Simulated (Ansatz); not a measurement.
**MnSb (P6_3/mmc): exchange couplings and spin waves**

Aim: map the magnet MnSb (P6_3/mmc) on a Heisenberg model by the force theorem, and read spin waves, ordering temperature and anisotropy.

Program: Ansatz 0.2.0. Level of theory: DFT PBE, scalar-relativistic, plane waves, PAW. These are calculated values, not measurements.

## (1) The starting structure

It takes space group P6_3/mmc (No. 194, hexagonal). Conventional cell: a = 4.130 Å, b = 4.130 Å, c = 5.800 Å, α = 90.00°, β = 90.00°, γ = 120.00°. Mn (site symmetry -3m) has 6 Sb at 2.79 Å and 2 Mn at 2.90 Å as nearest neighbours. Around Sb (site symmetry -6m2) lie 6 Mn at 2.79 Å.

Structure file:

```cif
data_structure
_symmetry_space_group_name_H-M 'P 1'
_symmetry_Int_Tables_number 1
_cell_length_a 4.1300
_cell_length_b 4.1300
_cell_length_c 5.8000
_cell_angle_alpha 90.000
_cell_angle_beta 90.000
_cell_angle_gamma 120.000
_cell_volume 85.68
loop_
_atom_site_label
_atom_site_type_symbol
_atom_site_fract_x
_atom_site_fract_y
_atom_site_fract_z
_atom_site_occupancy
Mn1 Mn 0.00000 0.00000 0.00000 1
Mn2 Mn 0.00000 0.00000 0.50000 1
Sb1 Sb 0.33333 0.66667 0.25000 1
Sb2 Sb 0.66667 0.33333 0.75000 1
```

The cell is the deposited one, not relaxed. At PBE, an earlier run found -2.84 GPa for this cell of 21.419 Å³/atom (10×10×6 mesh), a metal on this mesh, moments in the atoms' spheres Mn 3.43; Sb -0.12 μB.

## (2) Exchange couplings, spin waves and anisotropy by the force theorem

Input file input.yaml:

```yaml
crystal:
  lattice:
    - [4.1299975144, 0.0, 0.0]
    - [-2.0649987572, 3.576682765, 0.0]
    - [0.0, 0.0, 5.7999994997]
  atoms:
    - { symbol: Mn, position: [0.0, 0.0, 0.0], spin: 3.77 }
    - { symbol: Mn, position: [0.0, 0.0, 0.5], spin: 3.77 }
    - { symbol: Sb, position: [0.3333333333, 0.6666666667, 0.25] }
    - { symbol: Sb, position: [0.6666666667, 0.3333333333, 0.75] }
basis:
  ecutwfc: 420
  ecutrho_ratio: 4
kpoints:
  mp_grid: { grid: [8, 8, 6] }
  band_path:
    path:
      - [[0.0, 0.0, 0.0], [0.5, 0.0, 0.0], [0.33333333, 0.33333333, 0.0], [0.0, 0.0, 0.0], [0.0, 0.0, 0.5], [0.5, 0.0, 0.5], [0.33333333, 0.33333333, 0.5], [0.0, 0.0, 0.5]]
      - [[0.5, 0.0, 0.5], [0.5, 0.0, 0.0]]
      - [[0.33333333, 0.33333333, 0.5], [0.33333333, 0.33333333, 0.0]]
    npoints: 6
hamiltonian:
  xc: pbe
scf:
  occupations: { method: gaussian, width: 0.05 }
  lower_state_search: "off"
output:
  forces: true
  stress: true
  eigenvalues: true
  populations: true
  eigenstates:
    nscf_kmesh: { grid: [8, 8, 6] }
    top_band: c64
    exchange_couplings: { magnetic: [{ site: 0 }, { site: 1 }] }
    magnetocrystalline_anisotropy: {}
magnetization:
  spin_polarized: true
checkpoint:
  read: start.run
  write: ck
  compress: false
  write_wavefunctions: false
  write_every: 100000
```

The run starts from a saved state of the same cell, the folder start.run.

Started as:

```sh
$ ansatz run input.yaml --threads 4 --pin off --max-ram 9216MiB --backend cpu --events-out ev --progress --plain --runs-dir out
```

The log of the run:

```text
Warning: checkpoint.read: spin seed differs: saved 406653555f1c…, current 4a1dcb846357…; the loaded state replaces the seed-built initial guess (but the starting_ns of a DFT+U solve that opens without the state's occupation matrices), so the run may converge into the producing seed's basin, or, where the symmetry group that follows from this deck's starting moments and starting_ns does not hold the saved magnetisation, lose that magnetisation at its first build. Where atoms have moved since the state was saved, this difference can also decide whether moments are moved with them. A self-consistent run of this deck without the state starts from its starting moments and, under a DFT+U term, its starting_ns
Warning: RAYON_NUM_THREADS=4 ignored (pool sized by the plan → 4); use --threads N
Engine: ansatz 0.2.0, x86_64-unknown-linux-gnu
Pseudopotentials: kind: paw
Pseudopotential: Mn, paw, valence charge 15, recommended cutoff 420 eV (normal), Mn.paw.azcp
Pseudopotential: Sb, paw, valence charge 15, recommended cutoff 420 eV (normal), Sb.paw.azcp
Functional definition: PBE
  parameter kappa = 0.804
  parameter beta = 0.06672455060314922
  exchange = pbe_x(kappa = kappa, mu = beta*pi^2/3)
  correlation = pbe_c(beta = beta)
Crystal: 4 atoms, lattice volume = 85.676 Å³
Basis set: ecut = 420 eV, 1651 PW (Γ), exchange–correlation on 60×60×80 points (8 copies of the dense FFT grid, shifted against one another)
Bands: 41, of which v1, the nominal top of the filled ones, is band 30 counted from 1 (29 counted from 0)
Symmetry: 24 space group operations
Space group: P63/mmc (ITA 194), of the structure as read, at distance tolerance 4.4e-5 Å
Magnetic group: BNS 194.263 (UNI 1493), of the structure as read, at distance tolerance 4.4e-5 Å
k-points: 40 of 384
Non-local potential: Mn, projectors of the file, l = 0: 3, l = 1: 2, l = 2: 3, l = 3: 1
Non-local potential: Sb, projectors of the file, l = 0: 2, l = 1: 2, l = 2: 2, l = 3: 2
PAW form: soft (Blöchl's): semilocal exchange-correlation on the pseudo side does not see the compensation charge
PAW one-centre angular grid: Mn, 590 points (default); XC on 64 Gauss nodes
PAW one-centre angular grid: Sb, 590 points (default); XC on 64 Gauss nodes
Initial density: read from a saved state, or passed on in memory by an earlier SCF of this step, an earlier step, the calling program or the single point that the run made first
Stability of the state it starts from, as read at its close in the collinear treatment: not read negative (Ritz values of 1 − χ₀K, real part plus size of imaginary part, from 0.71 to 1.1, by its mixing steps under the symmetry group of the SCF that read it); its run was given moments
Starting moments: Σ|m| = 7.54 μB on 2 of 4 sites; this step starts from the density that it was given
Initial wavefunctions: pseudopotential atomic-orbital guess
Functional: x = pbe(κ = 0.804, μ = 0.2195149727645171), c = pbe(β = 0.06672455060314922)
iter 1 solved again at ethr=5.56e-7 eV; its pass at ethr=3.10e-3 eV (dr2=3.34e-4 eV) is discarded
SCF iter   1: F=—  HF=-20766.637578 eV  |F-HF|=—  |Δ(HF+E_count)|=         —  Δρ=1.20e-3 (↑7.86e-4 ↓1.20e-3)  dr2=3.93e-4  dr2_m=7.10e-4  M=6.633 μB ∫|m|=7.534 μB  β_m=0.30  ethr=5.56e-7  ⟨swp⟩=3.0  Hψ=21142  notcnv=0
preconditioner: auto → Kerker (q_TF=auto, 2.571 Å⁻¹)  [metal: Δε(μ)=0.016 eV  Ē_g=7.391 eV  σ=0.050 eV  W_gap=0.17  n_scr=22 (ndim 8)  ℏωp=19.7 eV  f_vac=0.003  D(μ)=3.40/eV (n_scr^D=22)]
spin=Collinear: Kerker preconditioning applied to the charge; magnetization (m = ρ↑ − ρ↓) channel mixes plain (no charge-response kernel on spin).
SCF iter   2: F=—  HF=-20766.637652 eV  |F-HF|=—  |Δ(HF+E_count)|=   7.43e-5  Δρ=7.88e-4 (↑7.73e-4 ↓7.88e-4)  dr2=7.90e-5  dr2_m=4.51e-4  M=6.631 μB ∫|m|=7.532 μB  β_m=0.65  ethr=5.56e-7  ⟨swp⟩=1.5  Hψ=3470  notcnv=0
SCF iter   3: F=—  HF=-20766.637894 eV  |F-HF|=—  |Δ(HF+E_count)|=   2.42e-4  Δρ=6.24e-4 (↑3.67e-4 ↓6.24e-4)  dr2=7.99e-4  dr2_m=2.05e-5  M=6.622 μB ∫|m|=7.523 μB  β_m=0.53  ethr=1.32e-7  ⟨swp⟩=2.0  Hψ=5933  notcnv=0
SCF iter   4: F=—  HF=-20766.637787 eV  |F-HF|=—  |Δ(HF+E_count)|=   1.07e-4  Δρ=6.44e-5 (↑6.44e-5 ↓4.14e-5)  dr2=3.61e-6  dr2_m=6.97e-7  M=6.622 μB ∫|m|=7.522 μB  β_m=0.76  ethr=1.32e-7  ⟨swp⟩=2.1  Hψ=5600  notcnv=0
SCF iter   5: F=—  HF=-20766.637787 eV  |F-HF|=—  |Δ(HF+E_count)|=   5.29e-7  Δρ=1.40e-5 (↑1.40e-5 ↓1.06e-5)  dr2=3.14e-7  dr2_m=4.79e-8  M=6.622 μB ∫|m|=7.522 μB  β_m=0.88  ethr=6.02e-9  ⟨swp⟩=2.0  Hψ=4030  notcnv=0
SCF iter   6: F=-20766.637787 eV  HF=-20766.637787 eV  |F-HF|=2.43e-8  |Δ(HF+E_count)|=   3.10e-8  Δρ=4.06e-6 (↑4.06e-6 ↓2.88e-6)  dr2=4.81e-8  dr2_m=1.14e-9  M=6.622 μB ∫|m|=7.521 μB  ethr=1.67e-10  ⟨swp⟩=5.5  Hψ=13697  notcnv=0
SCF 1 converged in 6 iterations: F = -20766.637787 eV  dr2 = 4.81e-8
NSCF: frozen V_eff on 57 k-points
NSCF: frozen V_eff on 40 k-points
Magnetocrystalline anisotropy: 0 of 40 k-points coupled
Magnetocrystalline anisotropy: 40 of 40 k-points coupled
Exchange couplings: 0 of 2 parts done
Exchange couplings: 1 of 2 parts done
Exchange couplings: 0 of 4 parts done
Exchange couplings: 1 of 4 parts done
Exchange couplings: 2 of 4 parts done
Exchange couplings: 3 of 4 parts done
SCF converged after 6 iterations
Magnetization: 6.6222 μB (33.3111 up, 26.6889 down)
Absolute magnetization: 7.5284 μB (∫|ρ↑−ρ↓|, with the PAW one-centre terms)
Spin contamination: 0.3306 ħ² per cell (⟨S²⟩ above its minimum at these occupations)
Per-site moments (μB) at R_I (Å): [(3.4017778533127063, 1.1511725918713778), (3.401777853312703, 1.1511725918713778), (-0.12740962389817428, 1.1511725918713778), (-0.1274096238981739, 1.1511725918713778)]
Free energy (F): -20766.637787 eV
Harris-Foulkes:  -20766.637787 eV  (|F-HF|=2.43e-8)
Internal energy: -20766.633705 eV  (E = F + TS)
E sigma→0 (E₀):  -20766.635746 eV
Entropy (-TS):   -0.004082 eV (-1.020 meV/atom)
Fermi energy:    12.185297 eV
--- Per-component energies (eV) ---
  E_band       = -831.722022
  E_kinetic    = 1019.914675
  E_local      = -7386.691659  (includes V_loc(G=0)·N_el)
  E_nonlocal   = 1222.090718
  E_hartree    = 3198.965474
  E_xc         = -501.247688
  E_vxc        = -479.650791  (∫ρ·V_xc dr)
  E_paw        = -11762.446814  (= ΣΔE_a)
  E_vpaw       = -1605.303651  (= ΣTr[D̂ρ^β])
  E_aug_tail   = -0.000022  (compensation charges beyond the density's cutoff)
  E_ewald      = -6557.218390
  E_smearing   = -0.004082  (= −TS)
  E_closure    = -0.000000  (closes the sum)
  Σ components = -20766.637787   (vs F -20766.637787, Δ=0.00e0)
--- Forces (eV/Å), atoms counted from 1 ---
  atom   1  Mn     0.00000000     0.00000000    -0.00000000
  atom   2  Mn     0.00000000    -0.00000000     0.00000000
  atom   3  Sb     0.00000000     0.00000000    -0.00000000
  atom   4  Sb    -0.00000000     0.00000000     0.00000000
  max |Σ_I F_I| component: 3.68e-29 eV/Å
--- Stress (GPa, compression-positive) ---
       -2.533451      -0.000000       0.000000
       -0.000000      -2.533451      -0.000000
        0.000000      -0.000000      -4.121610
  P = ⅓ Tr σ = -3.0628 GPa (-30.628 kbar)
--- Band table (eV; the first three rows and the last of 80) ---
  k-point 0 ↑: bands = ["-68.8893", "-68.8828", "-37.7345", "-37.7345", "-37.7273", "-37.7273", "-37.5044", "-37.4270", "-16.7003", "-16.7003", "-16.6781", "-16.6778", "-16.6778", "-16.6767", "-16.6686", "-16.6686", "-16.6674", "-16.6674", "0.5863", "3.5532", "6.5082", "8.3107", "8.3107", "8.9600", "9.2646", "9.2646", "9.5569", "9.5569", "10.2955", "10.2955", "11.6455", "12.6863", "12.6863", "14.4846", "14.4846", "14.7543", "15.2361", "16.5523", "17.8440", "17.8440", "19.4161"]
  k-point 1 ↑: bands = ["-68.8889", "-68.8832", "-37.7341", "-37.7341", "-37.7277", "-37.7277", "-37.4993", "-37.4322", "-16.6991", "-16.6991", "-16.6801", "-16.6801", "-16.6780", "-16.6768", "-16.6677", "-16.6677", "-16.6671", "-16.6671", "0.7027", "3.1241", "7.0704", "8.3815", "8.3815", "9.0243", "9.3093", "9.3093", "9.4700", "9.4700", "10.1526", "10.1526", "11.5211", "12.9131", "12.9131", "13.9673", "14.4403", "14.4403", "15.4516", "16.9660", "17.7270", "17.7270", "18.8803"]
  k-point 2 ↑: bands = ["-68.8877", "-68.8844", "-37.7327", "-37.7327", "-37.7291", "-37.7291", "-37.4851", "-37.4464", "-16.6957", "-16.6957", "-16.6851", "-16.6851", "-16.6777", "-16.6770", "-16.6667", "-16.6667", "-16.6667", "-16.6667", "1.0474", "2.3367", "8.1730", "8.5846", "8.5846", "9.1496", "9.2212", "9.2212", "9.4371", "9.4371", "9.8800", "9.8800", "11.3169", "12.6217", "13.4156", "13.4156", "14.2750", "14.2750", "16.0261", "17.2422", "17.5699", "17.5699", "18.1151"]
  k-point 39 ↓: bands = ["-65.2556", "-65.2556", "-34.1175", "-34.1175", "-34.1169", "-34.1169", "-34.0120", "-34.0120", "-16.7218", "-16.7218", "-16.7170", "-16.7170", "-16.6996", "-16.6996", "-16.6948", "-16.6948", "-16.6922", "-16.6922", "2.9503", "2.9503", "7.4930", "7.4930", "8.4776", "8.4776", "10.8621", "10.8621", "12.6032", "12.6032", "12.9043", "12.9043", "13.1849", "13.1849", "13.6233", "13.6233", "16.0810", "16.0810", "17.9024", "17.9024", "19.3151", "19.3151", "20.0032"]
--- Löwdin populations: 4 sites ---
  site symbol       q [e]    m [muB]
     0     Mn     14.3858     3.5672
     1     Mn     14.3858     3.5672
     2     Sb     15.4420    -0.2661
     3     Sb     15.4420    -0.2661
  spilling = 0.005741 (of n_electrons = 60.000000)
```

Run time: 2.7 min. Hardware: 4 threads of Intel Xeon Gold 6455B (Sapphire Rapids), shared host; peak memory 1.9 GiB.

This gives: volume 21.419 Å³/atom, pressure -3.06 GPa, metallic, moments in the atoms' spheres Mn 3.40; Sb -0.13 μB.

The couplings, shell by shell. The energy is minus the sum of J e_i·e_j over ordered pairs of unit vectors, so each pair counts twice and positive J favours parallel moments:

| atom | partner | distance (Å) | neighbours | J (meV) |
| --- | --- | --- | --- | --- |
| Mn1 | Mn2 | 2.90 | 2 | 18.074 |
| Mn1 | Mn1 | 4.13 | 6 | 6.112 |
| Mn2 | Mn2 | 4.13 | 6 | 6.112 |
| Mn1 | Mn2 | 5.05 | 12 | -0.473 |
| Mn1 | Mn1 | 5.80 | 2 | -3.716 |
| Mn2 | Mn2 | 5.80 | 2 | -3.716 |
| Mn1 | Mn1 | 7.12 | 12 | 0.061 |
| Mn2 | Mn2 | 7.12 | 12 | 0.061 |
| Mn1 | Mn1 | 7.15 | 6 | -1.220 |
| Mn2 | Mn2 | 7.15 | 6 | -1.220 |
| Mn1 | Mn2 | 7.72 | 12 | 2.230 |
| Mn1 | Mn1 | 8.26 | 6 | 0.647 |
| Mn2 | Mn2 | 8.26 | 6 | 0.647 |
| Mn1 | Mn2 | 8.70 | 2 | -4.217 |

Spin-wave energies at the named points (meV):

| point | modes |
| --- | --- |
| Γ | 0.00 71.80 |
| M | 101.14 103.25 |
| K | 46.38 181.48 |
| Γ | 0.00 71.80 |
| A | 47.68 47.68 |
| L | 93.72 93.72 |
| H | 156.82 156.82 |
| A | 47.68 47.68 |
| L | 93.72 93.72 |
| M | 101.14 103.25 |
| H | 156.82 156.82 |
| K | 46.38 181.48 |

Anisotropy by the force theorem, counted from the first direction:

| direction | energy (meV/cell) | spread over meshes (meV/cell) |
| --- | --- | --- |
| (0.00, 0.00, 1.00) | 0.0000 | 0.000 |
| (1.00, 0.00, 0.00) | 0.6603 | 2.086 |
| (0.87, 0.50, 0.00) | 0.6565 | 2.188 |
| (0.71, 0.00, 0.71) | 0.2869 | 0.954 |

## (3) Summary of results

```
                                      quantity                               value
                               strongest shell  Mn–Mn at 4.13 Å, J = 6.112 meV × 6
                 highest spin wave on the path                           199.5 meV
               mean-field ordering temperature     638 K at q = (0.00, 0.00, 0.00)
ordering temperature, random-phase (Tyablikov)                               496 K
                                    anisotropy                        not resolved
```

In words: The shell that weighs most is Mn–Mn at 4.13 Å and favours parallel moments. No spin-wave energy is negative on the path. For classical moments, mean-field theory puts the ordering at 638 K and the random-phase form, which counts the spin waves, at 496 K. The couplings belong to the order typed, which need not be the compound's real one. The anisotropy, 0.6603 meV per cell, is smaller than its spread over meshes, so no easy axis is named. Spin–orbit coupling enters the anisotropy alone, not the self-consistent state or the couplings.
